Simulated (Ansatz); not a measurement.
# CH2ClTe: the cost of one run

Program: Ansatz 0.2.0, Gaussian basis. Level of theory: PBE0-D4/def2-SVPD. These are calculated values, not measurements.

2 further runs of the same task are left out: 2 that didn't finish.

## Step 1: The starting structure

SMILES `Cl[CH-][TeH]`, 5 atoms, charge -1, spin multiplicity 1.

Atoms are counted from 1 here; the program's logs count them from 0.

Bond lengths: Cl1–C2 1.899 Å, C2–Te3 2.149 Å, C2–H4 1.117 Å, Te3–H5 1.712 Å. Angles: Cl1–C2–Te3 108.8°, Cl1–C2–H4 98.6°, Te3–C2–H4 100.7°, C2–Te3–H5 93.5°.

Geometry (Å):

```xyz
5

Cl   -0.4893   -1.9711   -0.0119
C     0.0094   -0.2907    0.7180
Te    0.4985    1.0465   -0.8921
H     1.0308   -0.5627    1.0793
H    -1.0494    1.7779   -0.8933
```

## Step 2: The run

md/in.yaml reads:

```yaml
crystal:
  periodic: [false, false, false]
  atoms:
    - {symbol: Cl, position_ang: [-0.489290, -1.971070, -0.011920]}
    - {symbol: C, position_ang: [0.009380, -0.290650, 0.717990]}
    - {symbol: Te, position_ang: [0.498470, 1.046530, -0.892060]}
    - {symbol: H, position_ang: [1.030780, -0.562700, 1.079340]}
    - {symbol: H, position_ang: [-1.049350, 1.777880, -0.893350]}
basis:
  gaussian: {orbitals: def2-SVPD}
total_charge: -1
hamiltonian: {xc: pbe0, dispersion: d4}
md: {n_steps: 40, timestep: 0.5, temperature: 700, ensemble: nvt_langevin, seed: 748, friction: 0.05, initial_velocities: maxwell_boltzmann}
```

On the command line:

```console
$ ansatz run in.yaml --threads 1 --pin off --events-out ev --progress --plain --max-ram 4352MiB
```

**Question.** How long does this run take on 1 thread of Intel Xeon at 2.30GHz, shared host, and how much memory does it need?

About 2.4 min, with a peak of 0.25 GiB.
